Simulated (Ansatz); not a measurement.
# TiTe: strong compression

The task here is to estimate one member of a computed series from the others.

Method: DFT LDA, with the methods named in each step, in Ansatz 0.2.0.

## Starting point

Symmetry: Fm-3m, No. 225, cubic system. Conventional cell: a = 5.567 Å, b = 5.567 Å, c = 5.567 Å, α = 90.00°, β = 90.00°, γ = 90.00°. Ti (site symmetry m-3m) is surrounded by 6 Te at 2.78 Å. Around Te (site symmetry m-3m) lie 6 Ti at 2.78 Å.

As a file:

```
Ti Te
1.0
     0.00000    2.78338    2.78338
     2.78338    0.00000    2.78338
     2.78338    2.78338    0.00000
Ti Te
1 1
Direct
  0.00000 0.00000 0.00000
  0.50000 0.50000 0.50000
```

Whether this phase is the stable one at these pressures isn't tested.

Atoms are numbered in the order of the input: Ti1, Te2.

Set-up of the first run:

Contents of input.yaml:

```yaml
crystal:
  lattice:
    - [0.0, 2.7833772678, 2.7833772678]
    - [2.7833772678, 0.0, 2.7833772678]
    - [2.7833772678, 2.7833772678, 0.0]
  atoms:
    - { symbol: Ti, position: [0.0, 0.0, 0.0] }
    - { symbol: Te, position: [0.5, 0.5, 0.5] }
kpoints:
  mp_grid: { grid: [12, 12, 12] }
scf:
  occupations: { method: fermi_dirac, width: 0.05 }
hamiltonian:
  xc: lda
  pseudopotentials: { kind: paw }
output:
  forces: true
  stress: true
relax:
  f_tol: 0.005
  max_steps: 40
  cell: {}
```

Launch:

```sh
> ansatz run input.yaml --threads 1 --pin off --max-ram 2048MiB --backend cpu --events-out ev --progress --plain --runs-dir out
```

Steps of the session up to this table: Cell relaxed at zero pressure, PAW; Volume scaled by 1, PAW; Volume scaled by 0.92, PAW; Volume scaled by 0.84, PAW; Volume scaled by 0.76, PAW; Volume scaled by 0.76, PAW (level accurate); Volume scaled by 0.68, PAW; Volume scaled by 0.6, PAW; Volume scaled by 0.52, PAW; Volume scaled by 0.45, PAW.

One of the session's tables, all rows but one given; the rest of the session is left out.

```
              method  volume over the first  volume (Å³/atom)  pressure (GPa)
                 PAW                      1            20.932            0.00
                 PAW                   0.92            19.257            9.50
                 PAW                   0.84                 ?               ?
                 PAW                   0.76            15.908           47.13
                 PAW                   0.68            14.234           83.70
                 PAW                    0.6            12.559          144.04
                 PAW                   0.52            10.885          247.28
                 PAW                   0.45             9.419          402.35
PAW (level accurate)                   0.76            15.908           47.22
```

Estimate the missing values for PAW, 0.84.

**Answer.** volume (Å³/atom): 17.583; pressure (GPa): 24.19. In the column «volume (Å³/atom)» it lies between PAW (level accurate), 0.76 (15.908) and PAW, 0.92 (19.257).

Caveats from the session: At pressures up to 402 GPa the PAW spheres may overlap and frozen cores may not hold, so those PAW values are rough without an all-electron check. Warnings in the runs' records: written density without core change.
